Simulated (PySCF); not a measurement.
**SnS⁻ with other numerical set-ups**

The method stays; parts of the set-up, such as the basis or the Hamiltonian, are changed.

The runs use PySCF 2.14.0; each script names its method and basis.

3 further runs of the same task are left out: 3 that didn't finish.

## 1. The system as given

SnS⁻: 2 atoms, charge -1, spin multiplicity 2.

Bond lengths: Sn1–S2 2.800 Å.

## 2. Base script

File input.py:

```python
from pyscf import gto, scf
from pyscf.geomopt.geometric_solver import optimize

mol = gto.M(
    atom='Sn 0 0 0; S 0 0 2.8',
    basis='def2-svpd',
    ecp={'Sn': 'def2-svpd'},
    charge=-1,
    spin=1,
    verbose=3,
)
mf = scf.UHF(mol)
mf = mf.newton()
mf.kernel()
mol_eq = optimize(mf, maxsteps=30)
print('optimised geometry (angstrom)')
print(mol_eq.tostring('raw'))
print('orbital energies (hartree):', [e[max(0, n-3):n+3].round(4) for e, n in zip(mf.mo_energy, mol.nelec)])
```

Command:

```sh
$ python input.py
```

The log of this run is left out.

Base result: at the starting geometry E(SCF) = -610.804491 Eh, ⟨S²⟩ = 1.672, optimised bond 2.333 Å in 7 steps; the optimisation lowers the energy by 0.469 eV.

⟨S²⟩ = 1.67 against 0.75 for a pure state: the determinant is spin-contaminated.

## 3. Density fitting weigend

Run 1 changes density fitting: none → weigend.

File input.py:

```python
from pyscf import gto, scf
from pyscf.geomopt.geometric_solver import optimize

mol = gto.M(
    atom='Sn 0 0 0; S 0 0 2.8',
    basis='def2-svpd',
    ecp={'Sn': 'def2-svpd'},
    charge=-1,
    spin=1,
    verbose=3,
)
mf = scf.UHF(mol)
mf = mf.density_fit(auxbasis='weigend')
mf = mf.newton()
mf.kernel()
mol_eq = optimize(mf, maxsteps=30)
print('optimised geometry (angstrom)')
print(mol_eq.tostring('raw'))
print('orbital energies (hartree):', [e[max(0, n-3):n+3].round(4) for e, n in zip(mf.mo_energy, mol.nelec)])
```

Command:

```sh
$ python input.py
```

## 4. Core potential off

Run 2 changes core potential: on → off. The core potential changes with it: totals don't compare.

input.py, as its differences from that of step 2:

```diff
@@ -6,3 +6,2 @@
     basis='def2-svpd',
-    ecp={'Sn': 'def2-svpd'},
     charge=-1,
```

Q: Predict the outcome of this session. Wanted: for each run, E(SCF); from base; gap, α spin; after the SCF.

The runs gave:

```
                             run  E(SCF) (hartree)  from base (eV)  gap, α spin (eV)  functions              after the SCF
                            base       -610.804491               0               n/a         59    bond 2.333 Å, -0.469 eV
         density fitting weigend       -604.972985       +158.6834               n/a         59    bond 2.045 Å, -3.494 eV
core potential off (poor choice)      -2041.623028  not comparable              5.67         59  bond 0.813 Å, -866.583 eV
```

SCF columns refer to the geometry typed in the script.

In words: Rows marked «poor choice» come from settings spoiled on purpose.
